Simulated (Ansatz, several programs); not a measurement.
An ordered 6-atom cell of InGa2As3 on the zincblende lattice (Imm2), relaxed with PBE in Ansatz (plane waves, PAW): it is orthorhombic, Imm2 (No. 44); conventional cell a = 4.158 Å, b = 12.490 Å, c = 5.903 Å, 25.55 Å³ an atom. Around Ga lie 4 As at 2.49–2.51 Å; around As lie 3 Ga at 2.49–2.51 Å and 1 In at 2.67 Å; around In lie 4 As at 2.64–2.67 Å; around As lie 2 Ga at 2.49 Å and 2 In at 2.64 Å. The cell was then scaled with its shape and fractional coordinates held, which makes it stiffer than a relaxed compression. No spin polarisation. The prototype was imposed, so other structures may be more stable.

| V (Å³/atom) | E (meV/atom) |
| --- | --- |
| 24.014 | 18.31 |
| 25.547 | 0.00 |
| 26.313 | 3.64 |
| 27.080 | 14.09 |

Task: Pass a cubic E = c₀ + c₁u + c₂u² + c₃u³, with u = V − 25.738 Å³, through these points.

Result: c₀ = 0.20, c₁ = +2.334, c₂ = 6.618, c₃ = -0.4809 (meV and Å³).

Task: Where is the minimum, and what bulk modulus follows?

Result: dE/du = 0 at u = -0.173, so V₀ = 25.56 Å³. B = V₀ d²E/dV² = 25.56 × (2c₂ + 6c₃u) = 25.56 × 13.735 = 351 meV/Å³, and 1 meV/Å³ is 0.16022 GPa: 56 GPa. A third-order Birch-Murnaghan fit to all five points gives 25.57 Å³ and 56 GPa.

Task: Predict the energy and the pressure at the withheld volume, 24.780 Å³.

Result: With u = -0.958: E ≈ 4.46 meV and P = −dE/dV ≈ +1.87 GPa. The run gives 4.46 meV and, from its stress, +1.86 GPa.
